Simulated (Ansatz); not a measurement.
Here is an Ansatz input file for LuI₃, space group P6_3/mmc. Write the same calculation for the Python package.

```yaml
crystal:
  lattice:
    - [11.125315, 0.0, 0.0]
    - [-5.562658, 9.634805, 0.0]
    - [0.0, 0.0, 3.915346]
  atoms:
    - { symbol: Lu, position: [0.333333, 0.666667, 0.75] }
    - { symbol: Lu, position: [0.666667, 0.333333, 0.25] }
    - { symbol: I, position: [0.21568, 0.43136, 0.25] }
    - { symbol: I, position: [0.56864, 0.78432, 0.25] }
    - { symbol: I, position: [0.21568, 0.78432, 0.25] }
    - { symbol: I, position: [0.78432, 0.56864, 0.75] }
    - { symbol: I, position: [0.43136, 0.21568, 0.75] }
    - { symbol: I, position: [0.78432, 0.21568, 0.75] }
kpoints:
  mp_grid:
    grid: [2, 2, 5]
    shift: [0.5, 0.5, 0.5]
hamiltonian:
  xc: pbesol
scf:
  occupations:
    method: fixed
basis:
  ecutwfc: 510
output:
  forces: true
  stress: true
  eigenvalues: true
```

`deck_lui3.py`:
```python
import ansatz as az
import numpy as np


def main() -> None:
    config = {
        "crystal": {
            "lattice": [[11.125315, 0.0, 0.0], [-5.562658, 9.634805, 0.0], [0.0, 0.0, 3.915346]],
            "atoms": [
                {"symbol": "Lu", "position": [0.333333, 0.666667, 0.75]},
                {"symbol": "Lu", "position": [0.666667, 0.333333, 0.25]},
                {"symbol": "I", "position": [0.21568, 0.43136, 0.25]},
                {"symbol": "I", "position": [0.56864, 0.78432, 0.25]},
                {"symbol": "I", "position": [0.21568, 0.78432, 0.25]},
                {"symbol": "I", "position": [0.78432, 0.56864, 0.75]},
                {"symbol": "I", "position": [0.43136, 0.21568, 0.75]},
                {"symbol": "I", "position": [0.78432, 0.21568, 0.75]},
            ],
        },
        "kpoints": {"mp_grid": {"grid": [2, 2, 5], "shift": [0.5, 0.5, 0.5]}},
        "hamiltonian": {"xc": "pbesol"},
        "scf": {"occupations": {"method": "fixed"}},
        "basis": {"ecutwfc": 510},
        "output": {"forces": True, "stress": True, "eigenvalues": True},
    }

    planned = az.Session.from_dict(config).plan(threads=1, pin="off")
    result = planned.execute()
    r = result.report

    energy = r["free_energy_ev"]
    print("LuI3: {:.6f} eV = {:.6f} Ry = {:.6f} Ha".format(energy, energy / 13.605693, energy / 27.211386))
    print("Fermi level {:.4f} eV, {} k-points, {} symmetry operations".format(r["fermi_energy_ev"], r["n_kpoints"], r["n_symmetry_ops"]))

    forces = np.array(r["forces_ev_ang"])
    norms = np.linalg.norm(forces, axis=1)
    print("largest force {:.4f} eV/A on atom {}".format(norms.max(), norms.argmax()))
    print(np.array2string(forces, precision=4, suppress_small=True))

    used = r["setup"]
    print("cutoffs (eV):", used["ecut_ev"], used["ecutrho_ev"], " FFT grid:", used["fft_dense"])
    print("cell volume {:.3f} A^3, {} symmetry operations".format(used["cell_volume_ang3"], used["n_sym_ops"]))

    print("doubts on the final state:", r["published_state_doubts"] or "none")
    print("warnings:", sorted({n["data"]["kind"] for n in result.notices if n["data"].get("severity") in ("warning", "doubt")}) or "none")


if __name__ == "__main__":
    main()
```

`python deck_lui3.py` gives:
```text
DeckWarning: the atoms were moved onto the symmetric positions of the space group found under crystal.symmetry.tolerance 1.0e-5 (fractional; no operation is sought that the atoms, as they stand in a round, miss by more than twice it, and no atom is moved by as much as it), and the run uses the moved positions. Before a round's move an operation carried an atom to 1.11e-5 Å from where it should land, the largest such distance. Atom 0 (counting from 0) moved farthest, by 6.42e-6 Å; the longest [...]
DeckWarning: crystal.symmetry: narrowed to the stabiliser of the k-point mesh — unitary ops 24 → 8; excluded 16 operations that carry a point of the 2×2×5 mesh (shift [0.5, 0.5, 0.5]) off the mesh (the run samples exactly the mesh kpoints.mp_grid names, as under crystal.symmetry.detect: false, and its converged state has the mesh's symmetry, not the crystal's; ε∞, the Born charges and the force constants of a linear response (`dielectric:` by the response, `phonons.method: dfpt`) are averaged [...]
LuI3: -73826.673231 eV = -5426.160448 Ry = -2713.080224 Ha
Fermi level 2.7556 eV, 6 k-points, 8 symmetry operations
largest force 0.1373 eV/A on atom 7
[[-0.      0.      0.    ]
 [ 0.     -0.      0.    ]
 [ 0.      0.1372  0.    ]
 [-0.1188 -0.0686  0.    ]
 [ 0.1189 -0.0686  0.    ]
 [-0.     -0.1372  0.    ]
 [ 0.1188  0.0686  0.    ]
 [-0.1189  0.0686  0.    ]]
cutoffs (eV): 510.0 2040.0  FFT grid: [90, 90, 30]
cell volume 419.687 A^3, 8 symmetry operations
doubts on the final state: none
warnings: none
```
(Warnings from the package without file and line, shortened, repeats left out.)

These settings explore the input space; cutoff and mesh may be short of convergence. The Fermi level of a run with fixed occupations marks the highest occupied state on its mesh, not mid-gap. Only differences from the Fermi energy are physical; the zero of the scale is a convention. The structure comes from a database of computed cells and needn't be a stable or known phase. It ran for 11 s on 1 thread of Intel(R) Xeon(R) 6975P-C (Granite Rapids), on a shared host, peak memory 0.91 GiB.

(Lines on the test bed's own set-up are left out of the output.)
